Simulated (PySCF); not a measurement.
# SiSb: the SCF solver's settings

Do solver options change the result for SiSb, or only the number of cycles?

Computed with PySCF 2.14.0. Level: each script names its method and basis.

## Step 1: The system as given

SiSb: 2 atoms, charge 0, spin multiplicity 2.

Bond lengths: Si1–Sb2 2.356 Å.

## Step 2: The run that the others are compared with

The input, input.py:

```python
from pyscf import gto, scf, mp

mol = gto.M(
    atom='Si 0 0 0; Sb 0 0 2.356',
    basis='def2-svp',
    ecp={'Sb': 'def2-svp'},
    charge=0,
    spin=1,
    symmetry=True,
    verbose=4,
)
mf = scf.UHF(mol)
mf.kernel()
mp.MP2(mf, frozen=9).kernel()
mf.dip_moment()
print('orbital energies (hartree):', [e[max(0, n-3):n+3].round(4) for e, n in zip(mf.mo_energy, mol.nelec)])
```

The run is started by

```
$ OMP_NUM_THREADS=1 python input.py
```

The log of this run is left out.

It gives: E(SCF) = -528.019706 Eh, E(MP2) − E(SCF) = -0.19321 Eh, ⟨S²⟩ = 0.782, μ = 0.72 D (of the SCF density).

The bond length is a typed value, not an optimised one.

## Step 3: Level shift 0.5 hartree

Edit 1 changes level shift: none → 0.5 hartree.

The input, input.py:

```python
from pyscf import gto, scf, mp

mol = gto.M(
    atom='Si 0 0 0; Sb 0 0 2.356',
    basis='def2-svp',
    ecp={'Sb': 'def2-svp'},
    charge=0,
    spin=1,
    symmetry=True,
    verbose=4,
)
mf = scf.UHF(mol)
mf.level_shift = 0.5
mf.kernel()
mp.MP2(mf, frozen=9).kernel()
mf.dip_moment()
print('orbital energies (hartree):', [e[max(0, n-3):n+3].round(4) for e, n in zip(mf.mo_energy, mol.nelec)])
```

The run is started by

```
$ OMP_NUM_THREADS=1 python input.py
```

## Step 4: Damping 0.95

Edit 2 changes damping: none → 0.95.

Changes to input.py since step 2:

```diff
@@ -12,2 +12,4 @@
 mf = scf.UHF(mol)
+mf.damp = 0.95
+mf.diis_start_cycle = 8
 mf.kernel()
```

## Step 5: Damping 0.5

Edit 3 changes damping: none → 0.5.

Changes to input.py since step 2:

```diff
@@ -12,2 +12,4 @@
 mf = scf.UHF(mol)
+mf.damp = 0.5
+mf.diis_start_cycle = 8
 mf.kernel()
```

**Question.** What will these runs give? Wanted: for each run, E(SCF); from base; gap, α spin; SCF dipole; after the SCF.

As calculated:

| run | E(SCF) (hartree) | from base (eV) | cycles | gap, α spin (eV) | SCF dipole (D) | after the SCF |
| --- | --- | --- | --- | --- | --- | --- |
| base | -528.019706 | 0 | 16 | 8.15 | 0.72 | MP2 correlation -5.258 eV, core frozen |
| level shift 0.5 hartree | -528.019706 | 0.0000 | 34 | 8.15 | 0.72 | MP2 correlation -5.258 eV, core frozen |
| damping 0.95 | -528.019706 | 0.0000 | 23 | 8.15 | 0.72 | MP2 correlation -5.258 eV, core frozen |
| damping 0.5 | -528.019706 | 0.0000 | 18 | 8.15 | 0.72 | MP2 correlation -5.258 eV, core frozen |

Distance from each run's final energy (log10 hartree) by cycle:

| run | cycle 1 | cycle 2 | cycle 3 | cycle 5 | cycle 8 | cycle 12 |
| --- | --- | --- | --- | --- | --- | --- |
| base | 0.2 | 0.5 | -0.7 | -2.4 | -4.0 | -6.1 |
| level shift 0.5 hartree | 0.0 | -1.4 | -2.0 | -2.9 | -4.4 | -4.1 |
| damping 0.95 | 0.2 | 0.1 | 0.1 | 0.0 | 0.0 | -3.4 |
| damping 0.5 | 0.2 | -1.0 | -1.7 | -2.7 | -3.2 | -5.5 |

In words: No change of the SCF energy comes from level shift 0.5 hartree or damping 0.95 or damping 0.5. The base needs 16 cycles and the run with level shift 0.5 hartree needs 34.
